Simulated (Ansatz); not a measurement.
**CH₄GaNO: up Jacob's ladder to CCSD(T)**

Aim: compute CH₄GaNO with functionals from several rungs and with coupled cluster, and see how far each lands from CCSD(T) at the basis-set limit for the atomisation energy.

Method: functionals in def2-TZVPP, the program's frozen cores in correlated methods; program: Ansatz 0.2.0, Gaussian basis.

Levels to be run: LDA (SPW92), PBE-D4, revPBE-D4, BLYP-D4, r2SCAN-D4, B97M-V, PBE0-D4, B3LYP-D4, r2SCANh-D4, r2SCAN0-D4, HSE06-D4, BHLYP-D4, CAM-B3LYP-D4, LC-ωPBE, ωB97X-V, ωB97M-V, B2PLYP, PBE-QIDH; CCSD(T)/def2-SVP; CCSD(T)/def2-TZVPP; MP2/def2-QZVPP; extrapolation to the limit; RPA on PBE.

### Step 1. The relaxed structure

All runs share one geometry, relaxed beforehand with PBE0-D4 in a triple-zeta def2 set.

SMILES `[NH2][GaH][CH]=O`, 8 atoms, charge 0, spin multiplicity 1.

Atoms are counted from 1 here; the program's logs count them from 0.

Bond lengths: N1–Ga2 1.806 Å, N1–H5 1.007 Å, N1–H6 1.005 Å, Ga2–C3 2.032 Å, Ga2–H7 1.561 Å, C3–O4 1.206 Å, C3–H8 1.118 Å. Angles: Ga2–N1–H5 121.4°, Ga2–N1–H6 125.9°, H5–N1–H6 112.6°, N1–Ga2–C3 110.0°, N1–Ga2–H7 121.0°, C3–Ga2–H7 129.0°, Ga2–C3–O4 119.0°, Ga2–C3–H8 122.4°, O4–C3–H8 118.6°.

Coordinates:

```
atom     x (Å)     y (Å)     z (Å)
  N1  -0.70861   1.27686  -0.52894
 Ga2   0.73765   0.34403   0.01703
  C3   0.19227  -1.54570   0.52563
  O4  -0.96646  -1.86579   0.43154
  H5  -1.62470   0.85993  -0.55076
  H6  -0.71243   2.23454  -0.83305
  H7   2.15420   0.99993   0.04781
  H8   0.92808  -2.30380   0.89073
```

### Step 2. LDA

This LDA is Slater exchange with PW92 correlation.

Input file in.yaml:

```yaml
crystal:
  periodic: [false, false, false]
  atoms:
    - {symbol: N, position_ang: [-0.708614, 1.276865, -0.528935]}
    - {symbol: Ga, position_ang: [0.737648, 0.344025, 0.017034]}
    - {symbol: C, position_ang: [0.192272, -1.545702, 0.525625]}
    - {symbol: O, position_ang: [-0.966459, -1.865789, 0.431540]}
    - {symbol: H, position_ang: [-1.624698, 0.859928, -0.550757]}
    - {symbol: H, position_ang: [-0.712430, 2.234544, -0.833047]}
    - {symbol: H, position_ang: [2.154202, 0.999933, 0.047811]}
    - {symbol: H, position_ang: [0.928078, -2.303804, 0.890730]}
basis:
  gaussian: {orbitals: def2-TZVPP}
hamiltonian: {xc: lda}
output: {orbitals: {seedname: orbitals}}
```

The run is started by

```bash
$ ansatz run in.yaml --threads 2 --pin off --events-out ev --progress --plain --max-ram 4352MiB
```

The runs that follow: PBE-D4 (GGA); revPBE-D4 (GGA); BLYP-D4 (GGA); r2SCAN-D4 (meta-GGA); B97M-V (meta-GGA); PBE0-D4 (hybrid); B3LYP-D4 (hybrid); r2SCANh-D4 (hybrid); r2SCAN0-D4 (hybrid); HSE06-D4 (hybrid); BHLYP-D4 (hybrid); CAM-B3LYP-D4 (range-separated); LC-ωPBE (range-separated); ωB97X-V (range-separated); ωB97M-V (range-separated); B2PLYP (double hybrid); PBE-QIDH (double hybrid); CCSD(T) in def2-SVP; CCSD(T) in def2-TZVPP; MP2 in def2-QZVPP; RPA on PBE orbitals.

**Question.** What will the summary of the whole plan be? Wanted: atomisation energy, CCSD(T)/CBS; farthest beyond LDA; mean size of error, GGA; mean size of error, meta-GGA; mean size of error, hybrid; mean size of error, range-separated; mean size of error, double hybrid; gap, smallest and largest; T1 diagnostic.

**Answer**, as computed:

| quantity | value |
| --- | --- |
| atomisation energy, CCSD(T)/CBS | 653.0 kcal/mol |
| functionals within 6.5 kcal/mol (1.0 %) | revPBE-D4, BLYP-D4, r2SCAN-D4, B97M-V, PBE0-D4, B3LYP-D4, HSE06-D4, CAM-B3LYP-D4, LC-ωPBE, ωB97X-V, ωB97M-V |
| farthest beyond LDA | BHLYP-D4 (-32.8 kcal/mol) |
| mean size of error, GGA | 7.8 kcal/mol |
| mean size of error, meta-GGA | 1.8 kcal/mol |
| mean size of error, hybrid | 12.1 kcal/mol |
| mean size of error, range-separated | 1.3 kcal/mol |
| mean size of error, double hybrid | 9.4 kcal/mol |
| gap, smallest and largest | 2.11 eV (LDA (SPW92)), 9.51 eV (LC-ωPBE) |
| T1 diagnostic | 0.0159 |
| triples share of the correlation energy | 4.1 % |

LDA overbinds by 108.9 kcal/mol (17 %). PBE-D4 is off by +17.4 kcal/mol. Double hybrids carry the basis error of their MP2 part in triple zeta, and no dispersion term here, so their miss is partly the set-up's. The rungs range-separated, meta-GGA miss on average by less than the doubt on the reference (6.5 kcal/mol), so they tie. Misses under about 6.5 kcal/mol are within the doubt on the reference itself, which lacks core-valence correlation, relativity and higher excitations, and its outer-core shells are covered unevenly. Hartree-Fock recovers 66 % of the binding; the rest is correlation. CCSD(T) in def2-SVP is off by -43.3 kcal/mol, so the small basis spoils what the method gains. Orbital gaps span 2.1 to 9.5 eV; exact exchange widens them. Correlated methods include outer-core shells of Ga, which these sets cover unevenly.
